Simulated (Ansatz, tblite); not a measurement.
**The cluster In₃H₁₁O₁₀: rung by rung**

One table from this session's results is given with a row withheld; the runs are named, their logs left out.

Program: Ansatz 0.2.0, Gaussian basis. Level of theory: as each input shows. These are calculated values, not measurements.

Plan: GFN1-xTB, GFN2-xTB, PBE-D4/def2-TZVP, r2SCAN-D4/def2-TZVP, HSE06-D4/def2-TZVP, LDA/def2-TZVP, ωB97X-V/def2-TZVP, PBE+5HF/def2-SVP, PBE+10HF/def2-SVP, PBE+15HF/def2-SVP, PBE+35HF/def2-SVP, PBE+50HF/def2-SVP, PBE-D4/def2-SVP, PBE0-D4/def2-SVP, CCSD(T)/def2-SVP, MP2/def2-TZVP, RPA/def2-TZVP.

2 further runs of the same task are left out: 2 set aside as unsound or not needed.

### The relaxed structure

The geometry is that of the singlet, from an earlier relaxation (r2SCAN-D4/def2-SVP).

24 atoms, charge 0, spin multiplicity 1.

Bond lengths: In1–O5 2.225 Å, In1–O7 1.999 Å, In1–O8 2.154 Å, In1–O9 2.183 Å, In1–O10 2.177 Å, In2–O8 2.190 Å, In2–O10 2.224 Å, In2–O11 2.008 Å, In2–O12 2.253 Å, In2–O13 2.086 Å, In3–O4 2.345 Å, In3–O5 2.128 Å, In3–O6 2.023 Å, In3–O9 2.090 Å, In3–O12 2.149 Å, O4–H14 0.969 Å, O4–H15 0.978 Å, O5–H16 0.966 Å and more. Angles: O5–In1–O7 102.0°, O5–In1–O8 84.7°, O5–In1–O9 73.7°, O5–In1–O10 144.7°, O7–In1–O8 129.0°, O7–In1–O9 128.5°, O7–In1–O10 113.3°, O8–In1–O9 102.1°, O8–In1–O10 73.3°, O9–In1–O10 84.2°, O8–In2–O10 71.7°, O8–In2–O11 111.4°, O8–In2–O12 77.0°, O8–In2–O13 132.0°, O10–In2–O11 119.3°, O10–In2–O12 126.2°, O10–In2–O13 87.1°, O11–In2–O12 112.3° and more.

In takes a core potential in the def2 sets. No spin-orbit coupling is included.

PBE0-D4/def2-TZVP was run before; its log isn't repeated, and its numbers join the tables.

The first run:

Tight binding, by tblite at 300 K electronic temperature and without a spin-polarisation term:

```python
tblite.interface.Calculator('GFN1-xTB', numbers, positions, charge=0, uhf=0).singlepoint()
```

Tight binding, by tblite at 300 K electronic temperature and without a spin-polarisation term:

```python
tblite.interface.Calculator('GFN2-xTB', numbers, positions, charge=0, uhf=0).singlepoint()
```

start.molden holds the orbitals of an earlier run on this state, given as this run's starting guess.

The input, in.yaml:

```yaml
crystal:
  periodic: [false, false, false]
  atoms:
    - {symbol: In, position_ang: [-1.698159, 0.465940, -0.786916]}
    - {symbol: In, position_ang: [0.694234, 2.063368, 0.541802]}
    - {symbol: In, position_ang: [0.589315, -1.583764, 0.319184]}
    - {symbol: O, position_ang: [0.526133, -3.426283, -1.129211]}
    - {symbol: O, position_ang: [-1.536112, -1.487383, 0.265079]}
    - {symbol: O, position_ang: [1.357505, -3.172372, 1.308965]}
    - {symbol: O, position_ang: [-3.453771, 0.287660, -1.726444]}
    - {symbol: O, position_ang: [-1.273850, 1.317370, 1.145985]}
    - {symbol: O, position_ang: [0.235263, -0.375825, -1.349612]}
    - {symbol: O, position_ang: [-0.720665, 2.377691, -1.145281]}
    - {symbol: O, position_ang: [1.256579, 3.633208, 1.659861]}
    - {symbol: O, position_ang: [1.179743, 0.094643, 1.523559]}
    - {symbol: O, position_ang: [2.068743, 1.385979, -0.874195]}
    - {symbol: H, position_ang: [-0.405226, -3.592817, -1.340200]}
    - {symbol: H, position_ang: [0.760666, -4.040994, -0.406053]}
    - {symbol: H, position_ang: [-2.130690, -1.715830, 0.990681]}
    - {symbol: H, position_ang: [1.637344, -2.978582, 2.213171]}
    - {symbol: H, position_ang: [-3.752643, 1.164309, -2.008095]}
    - {symbol: H, position_ang: [-1.164159, 0.669625, 1.857591]}
    - {symbol: H, position_ang: [0.981207, 0.305436, -1.424102]}
    - {symbol: H, position_ang: [-0.216160, 2.392595, -1.972451]}
    - {symbol: H, position_ang: [0.467028, 4.054679, 2.028415]}
    - {symbol: H, position_ang: [2.130050, 0.075751, 1.717460]}
    - {symbol: H, position_ang: [2.467633, 2.085585, -1.409185]}
basis:
  gaussian: {orbitals: def2-TZVP, fitting: {mean_field: def2-universal-jkfit}, initial_orbitals: start.molden}
hamiltonian: {xc: pbe, dispersion: d4}
scf: {omitted_lower_state_checks: [starts]}
output: {forces: true, orbitals: {seedname: orbitals}}
```

Started as:

```bash
ansatz run in.yaml --threads 2 --pin off --events-out ev --progress --plain --max-ram 32768MiB --backend cuda --devices 0, --max-vram 18GiB
```

Steps of the session up to this table: PBE-D4/def2-TZVP; r2SCAN-D4/def2-TZVP; HSE06-D4/def2-TZVP; LDA/def2-TZVP; ωB97X-V/def2-TZVP; PBE+5HF/def2-SVP; PBE+10HF/def2-SVP; PBE+15HF/def2-SVP; PBE+35HF/def2-SVP; PBE+50HF/def2-SVP; PBE-D4/def2-SVP; PBE0-D4/def2-SVP; CCSD(T)/def2-SVP; MP2/def2-TZVP; RPA/def2-TZVP.

One table of the session follows, with a row left open; its other results are not shown here.

It belongs to the step «Binding energy». 

| method | binding an atom (eV) |
| --- | --- |
| HF/def2-SVP | 2.270 |
| HF/def2-TZVP | ? |
| LDA/def2-TZVP | 4.231 |
| PBE-D4/def2-SVP | 3.642 |
| PBE-D4/def2-TZVP | 3.635 |
| r2SCAN-D4/def2-TZVP | 3.585 |
| PBE0-D4/def2-SVP | 3.498 |
| PBE0-D4/def2-TZVP | 3.498 |
| HSE06-D4/def2-TZVP | 3.499 |
| ωB97X-V/def2-TZVP | 3.583 |
| MP2/def2-SVP | 3.487 |
| MP2/def2-TZVP | 3.579 |
| CCSD/def2-SVP | 3.312 |
| CCSD(T)/def2-SVP | 3.361 |

Q: Estimate the row for HF/def2-TZVP from the others.

As computed: binding an atom (eV): 2.256. In the column «binding an atom (eV)» it is the lowest.

Limits of these values: Free atoms were run apart at each level; binding is atoms less cluster, divided by the number of atoms, without zero-point or spin-orbit terms.
